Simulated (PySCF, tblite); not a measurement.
# C3H6NSi radical: geometry, infrared bands and EPR parameters

What infrared bands and EPR parameters should C3H6NSi radical (`[SiH3]C[C@@H]1[C]=N1`) show?

Computed with tblite 0.8.0 and PySCF 2.14.0, with density-fitted response routines of our own, on a single molecule in the gas phase. Atoms are numbered from 0 throughout.

**1. The molecule as given**

11 atoms, charge 0, multiplicity 2; geometry from: force field or distance geometry start.

Bonds of the start (Å): Si0–C1 1.86, C1–C2 1.50, C2–C3 1.47, C3–N4 1.26, N4–C2 1.43, Si0–H5 1.47, Si0–H6 1.46, Si0–H7 1.47, C1–H8 1.09, C1–H9 1.13, C2–H10 1.13.

**2. Geometry optimisation with GFN2-xTB**

What the job is given:

```
{"job": {"kind": "relax", "xc": "GFN2-xTB", "basis": "xTB"}, "charge": 0, "multiplicity": 2}
Si     1.361700    -0.160200    -0.173000
C     -0.133700     0.436200     0.768000
C     -1.327700     0.176600    -0.094800
C     -1.643000    -1.191500    -0.528700
N     -1.093200    -0.434300    -1.370200
H      1.834500     0.885700    -1.087600
H      2.433800    -0.526400     0.745200
H      0.974600    -1.375700    -0.893500
H     -0.042700     1.460100     1.133700
H     -0.239200    -0.250400     1.659700
H     -2.119600     0.982700    -0.184700
```

Run with:

```console
> OMP_NUM_THREADS=1 python probes_run.py task.json out
```

The driver reads the jobs from task.json and runs them one after another.

**Question.** This job is followed by: GFN2-xTB harmonic vibrations, gas phase; UKS B3LYP, pcH-1 on C H N Si, non-relativistic, mean-field spin-orbit, GIAO. What will the session give for the following? strongest single infrared mode (GFN2-xTB); zero-point energy (GFN2-xTB); g(iso) (B3LYP); ⟨S²⟩; largest a(iso) (averaged by class); surface potential, 1st and 99th percentile.

The runs gave:

| quantity | value |
| --- | --- |
| strongest single infrared mode (GFN2-xTB) | 787 cm⁻¹, 313 km/mol |
| zero-point energy (GFN2-xTB) | 46.3 kcal/mol |
| g(iso) (B3LYP) | 2.00301 |
| ⟨S²⟩ | 0.755 (exact 0.75) |
| largest a(iso) (averaged by class) | 13C on C3, 411.1 MHz |
| surface potential, 1st and 99th percentile | -1.17 V and 1.20 V |

In words: Relaxing lowered the energy by 0.543 eV in 65 steps; the close pair that moved most is C2–N4, from 1.433 to 1.584 Å. The lowest mode is imaginary (22i cm⁻¹), so the xTB geometry is not a minimum. The strongest single mode, at 787 cm⁻¹, is spread over several atoms, H7, H6, H5 among them. Unscaled tight-binding wavenumbers are off by several per cent, some by more. Its intensities can rank the bands wrongly. The largest spin populations lie on C3 (0.47 e), C2 (0.38 e). The isotropic g lies 0.7 ppt above the free-electron value.
